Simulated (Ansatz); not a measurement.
# B3As2: the cost of one run

Program: Ansatz 0.2.0. Level of theory: DFT PBE, scalar-relativistic, plane waves, PAW. These are calculated values, not measurements.

## 1. The system as given

It takes space group R-3m (No. 166, trigonal). The conventional cell has a = 3.136 Å, b = 3.136 Å, c = 21.804 Å, α = 90.00°, β = 90.00°, γ = 120.00°. Around B (site symmetry -3m) lie 6 As at 2.32 Å. B (site symmetry 3m) has 3 As at 2.20 Å as nearest neighbours. As (site symmetry 3m) is surrounded by 6 B at 2.20 to 2.32 Å.

Structure file:

```cif
data_structure
_symmetry_space_group_name_H-M 'P 1'
_symmetry_Int_Tables_number 1
_cell_length_a 7.4900
_cell_length_b 7.4900
_cell_length_c 7.4900
_cell_angle_alpha 24.166
_cell_angle_beta 24.166
_cell_angle_gamma 24.166
_cell_volume 61.89
loop_
_atom_site_label
_atom_site_type_symbol
_atom_site_fract_x
_atom_site_fract_y
_atom_site_fract_z
_atom_site_occupancy
B1 B 0.00000 0.00000 0.00000 1
B2 B 0.20950 0.20950 0.20950 1
B3 B 0.79050 0.79050 0.79050 1
As1 As 0.40000 0.40000 0.40000 1
As2 As 0.60000 0.60000 0.60000 1
```

This is candidate A: anti-tetradymite type (R-3m, No. 166).

(A quick probe on a coarse mesh, which set the mesh and smearing, is not shown.)

## 3. Coarse relaxation (candidate A)

The input, input.yaml:

```yaml
crystal:
  lattice:
    - [1.5678799774, 0.905215927, 7.2679190111]
    - [-1.5678799774, 0.905215927, 7.2679190111]
    - [0.0, -1.810431854, 7.2679190111]
  atoms:
    - { symbol: B, position: [0.0, 0.0, 0.0] }
    - { symbol: B, position: [0.2095, 0.2095, 0.2095] }
    - { symbol: B, position: [0.7905, 0.7905, 0.7905] }
    - { symbol: As, position: [0.4, 0.4, 0.4] }
    - { symbol: As, position: [0.6, 0.6, 0.6] }
basis:
  ecutwfc: 420
kpoints:
  mp_grid: { grid: [6, 6, 6] }
hamiltonian:
  xc: pbe
scf:
  occupations: { method: gaussian, width: 0.1 }
  lower_state_search: "off"
output:
  forces: true
  stress: true
  eigenvalues: true
relax:
  adjacent_minimum: "off"
  f_tol: 0.04
  max_steps: 70
  cell: { stress_tol: 0.4 }
```

Launch:

```console
ansatz run input.yaml --threads 1 --pin off --max-ram 2560MiB --backend cpu --events-out ev --progress --plain --runs-dir out
```

Q: Estimate wall time and peak memory on 1 thread of AMD EPYC 9R45 (Zen 5), shared host.

About 15 s, with a peak of 0.39 GiB.
